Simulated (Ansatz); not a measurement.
**CH₃AlTe (SMILES [CH2]1[AlH][Te]1): single points off equilibrium**

The task here is to estimate one member of a computed series from the others.

Method: single points in def2-TZVPP; program: Ansatz 0.2.0, Gaussian basis.

Correlated methods freeze the cores. Filled d shells of the heavier atoms are correlated. Core potentials replace the inner electrons past krypton, and spin-orbit coupling is left out. B3LYP uses VWN-RPA correlation.

## The starting structure

SMILES `[CH2]1[AlH][Te]1`, 6 atoms, charge 0, spin multiplicity 1.

Atoms are counted from 1 here; the program's logs count them from 0.

Bond lengths: C1–Al2 2.033 Å, C1–Te3 2.365 Å, C1–H4 1.111 Å, C1–H5 1.032 Å, Al2–Te3 2.498 Å, Al2–H6 1.639 Å. Angles: Al2–C1–Te3 68.7°, Al2–C1–H4 135.7°, Al2–C1–H5 119.7°, Te3–C1–H4 99.1°, Te3–C1–H5 107.1°, H4–C1–H5 104.5°, C1–Al2–Te3 61.9°, C1–Al2–H6 140.8°, Te3–Al2–H6 156.3°, C1–Te3–Al2 49.3°.

As a file:

```xyz
6
charge 0, multiplicity 1
C     0.0819   -0.7764   -0.2216
Al    0.0773    1.0625    0.6462
Te   -1.2784    0.7375   -1.4261
H    -0.5948   -1.6580   -0.2219
H     0.8595   -1.0468   -0.8435
H     0.5790    1.8263    2.0072
```

The first run:

Contents of run/in.yaml:

```yaml
crystal:
  periodic: [false, false, false]
  atoms:
    - {symbol: C, position_ang: [0.081900, -0.776400, -0.221600]}
    - {symbol: Al, position_ang: [0.077300, 1.062500, 0.646200]}
    - {symbol: Te, position_ang: [-1.278400, 0.737500, -1.426100]}
    - {symbol: H, position_ang: [-0.594800, -1.658000, -0.221900]}
    - {symbol: H, position_ang: [0.859500, -1.046800, -0.843500]}
    - {symbol: H, position_ang: [0.579000, 1.826300, 2.007200]}
basis:
  gaussian: {orbitals: def2-TZVPP}
correlation: {method: ccsd_t}
output: {forces: true}
```

The command line of these runs was not kept.

Steps of the session up to this table: CCSD(T)/def2-TZVPP; PBE0-D4/def2-TZVPP; wB97M-V/def2-TZVPP; r2SCAN-D4/def2-TZVPP; PBE-D4/def2-TZVPP; HSE06-D4/def2-TZVPP; B3LYP-D4/def2-TZVPP.

One of the session's tables, all rows but one given; the rest of the session is left out.

```
   method  RMS force component (eV/Å)  angle to CCSD(T) forces (°)  dipole (D)
  CCSD(T)                       0.962                    reference        1.63
  PBE0-D4                           ?                            ?           ?
  wB97M-V                       1.027                          7.7        1.88
r2SCAN-D4                       0.985                          4.2        1.64
   PBE-D4                       0.987                          7.2        1.38
 HSE06-D4                       1.013                          5.1        1.68
 B3LYP-D4                       0.940                          3.7        1.64
```

Estimate the missing values for PBE0-D4.

**Answer.** RMS force component (eV/Å): 1.016; angle to CCSD(T) forces (°): 5.4; dipole (D): 1.68. In the column «RMS force component (eV/Å)» it lies between HSE06-D4 (1.013) and wB97M-V (1.027).
